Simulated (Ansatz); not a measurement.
**C₂H₅BSe: basis-set convergence**

An exercise on one series of results from a longer session: the logs are not shown, and one member is left open.

Program: Ansatz 0.2.0, Gaussian basis. Level of theory: one geometry, several basis sets. These are calculated values, not measurements.

The runs, in order: PBE0-D4/def2-SVP; ωB97M-V/def2-SVP; PBE0-D4/def2-QZVPP; ωB97M-V/def2-QZVPP; the functionals' def2-TZVPP values are taken from earlier runs.

## The relaxed structure

The geometry comes from an earlier relaxation with PBE0-D4 in a triple-zeta def2 set; it is a stationary point, not always the lowest conformer.

SMILES `C=CB[SeH]`, 9 atoms, charge 0, spin multiplicity 1.

Atoms are counted from 1 here; the program's logs count them from 0.

Bond lengths: C1–C2 1.337 Å, C1–H5 1.086 Å, C1–H6 1.086 Å, C2–B3 1.534 Å, C2–H7 1.089 Å, B3–Se4 1.916 Å, B3–H8 1.195 Å, Se4–H9 1.471 Å. Angles: C2–C1–H5 120.9°, C2–C1–H6 122.6°, H5–C1–H6 116.5°, C1–C2–B3 120.9°, C1–C2–H7 118.0°, B3–C2–H7 121.1°, C2–B3–Se4 124.2°, C2–B3–H8 121.5°, Se4–B3–H8 114.3°, B3–Se4–H9 97.2°.

Set-up of the first run:

in.yaml reads:

```yaml
crystal:
  periodic: [false, false, false]
  atoms:
    - {symbol: C, position_ang: [-1.324879, 0.885248, 0.292409]}
    - {symbol: C, position_ang: [-0.060103, 0.462199, 0.200303]}
    - {symbol: B, position_ang: [0.269694, -0.917314, -0.384376]}
    - {symbol: Se, position_ang: [2.045748, -1.613968, -0.562960]}
    - {symbol: H, position_ang: [-2.147803, 0.261791, -0.044290]}
    - {symbol: H, position_ang: [-1.588768, 1.856622, 0.701155]}
    - {symbol: H, position_ang: [0.727427, 1.126904, 0.552435]}
    - {symbol: H, position_ang: [-0.588851, -1.652893, -0.771388]}
    - {symbol: H, position_ang: [2.756133, -0.454889, -0.000586]}
basis:
  gaussian: {orbitals: def2-SVP}
hamiltonian: {xc: pbe0, dispersion: d4}
output: {orbitals: {seedname: orbitals}}
```

Started as:

```
> ansatz run in.yaml --threads 2 --pin off --events-out ev --progress --plain --max-ram 4352MiB
```

Among the steps run: PBE0-D4 in def2-SVP; ωB97M-V in def2-SVP; PBE0-D4 in def2-QZVPP; ωB97M-V in def2-QZVPP.

One of the session's tables, all rows but one given; the rest of the session is left out.

It belongs to the step «Functionals by basis». 

| functional | basis | HOMO (eV) | LUMO (eV) |
| --- | --- | --- | --- |
| PBE0-D4 | def2-SVP | -7.29 | -1.71 |
| PBE0-D4 | def2-TZVPP | -7.38 | -1.82 |
| PBE0-D4 | def2-QZVPP | -7.39 | -1.84 |
| ωB97M-V | def2-SVP | -9.34 | 0.34 |
| ωB97M-V | def2-TZVPP | ? | ? |
| ωB97M-V | def2-QZVPP | -9.46 | 0.15 |

Q: Estimate the row for ωB97M-V, def2-TZVPP from the others.

The run gave: HOMO (eV): -9.45; LUMO (eV): 0.18. In the column «HOMO (eV)» it lies between ωB97M-V, def2-QZVPP (-9.46) and ωB97M-V, def2-SVP (-9.34).
